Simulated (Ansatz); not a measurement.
Crystal: Ta3AsAu2O13.

```xyz
19
Lattice="5.2424 3.0267 4.1427 -5.2424 3.0267 4.1427 0.0000 -6.0534 4.1427" Properties=species:S:1:pos:R:3 pbc="T T T"
Ta   -1.7887    1.0327    4.2854
Ta    0.0000   -2.0655    4.2854
Ta    1.7887    1.0327    4.2854
As    0.0000    0.0000    6.9446
Au    0.0000    0.0000   12.0005
Au    0.0000    0.0000    9.3342
O    -1.3566    0.7832    6.1532
O     0.0000   -1.5665    6.1532
O     1.3566    0.7832    6.1532
O     2.5380   -0.6359    3.6068
O    -0.7183    2.5159    3.6068
O    -1.8197   -1.8800    3.6068
O     1.8197   -1.8800    3.6068
O    -2.5380   -0.6359    3.6068
O     0.7183    2.5159    3.6068
O    -3.3469    1.9323    4.0073
O     0.0000   -3.8647    4.0073
O     3.3469    1.9323    4.0073
O     0.0000    0.0000    3.8329
```

The cell was built by a generator and needn't be a form met in nature.

* Program: Ansatz 0.2.0
* Task: relaxation of cell and atoms
* Functional: PBEsol
* Dispersion: D3(BJ)
* Potentials or basis: Ansatz PAW
* Cutoff: 420 eV (not typed: the program's choice for these potentials)
* k mesh: 3 × 3 × 3
* Occupations: fermi-dirac, width 0.05 eV
* Spin: no spin polarisation

At the start: volume 20.76 Å³/atom.

Task: How do energy, volume and symmetry change on relaxing?

Result: It ends after 11 steps and the volume is 19.42 Å³/atom (-6.5 %); space group R3m (No. 160, to 0.05 Å).

Step by step:
```
step  energy change (eV)  largest force (eV/Å)  volume (Å³)
   1              0.0000                0.3850       394.40
   2             -0.2601                0.8246       369.04
   3             -0.2939                0.1566       372.21
   4             -0.2999                0.0902       371.39
   5             -0.3021                0.0217       370.98
   6             -0.3022                0.0032       370.96
   7             -0.2516                0.0035       370.96
   8             -0.2617                0.0294       368.12
   9             -0.2599                0.0181       368.83
  10             -0.2596                0.0072       368.93
  11             -0.2532                0.0071       368.93
```

Final structure:
```
Ta As Au O
1.0
     5.16354    2.98117    3.99449
    -5.16354    2.98117    3.99449
     0.00000   -5.96234    3.99448
Ta As Au O
3 1 2 13
Direct
  0.22909 0.57155 0.22909
  0.22909 0.22909 0.57155
  0.57155 0.22909 0.22909
  0.56354 0.56354 0.56354
  0.97304 0.97304 0.97304
  0.75789 0.75789 0.75789
  0.41079 0.66940 0.41079
  0.41079 0.41079 0.66940
  0.66940 0.41079 0.41079
  0.49562 0.00867 0.35842
  0.35842 0.49562 0.00867
  0.00867 0.35842 0.49562
  0.35842 0.00867 0.49562
  0.00867 0.49562 0.35842
  0.49562 0.35842 0.00867
  0.10816 0.75130 0.10816
  0.10816 0.10816 0.75130
  0.75130 0.10816 0.10816
  0.30391 0.30391 0.30391
```

Caveat: the plane-wave basis is chosen anew once the cell has moved, so the energies of steps on either side of that aren't comparable; the pressure holds a Pulay correction of +0.5 GPa for the finite cutoff; the PAW data sets come from PBE, with cores solved anew for the run's functional, which leaves a small shift of forces and pressure.
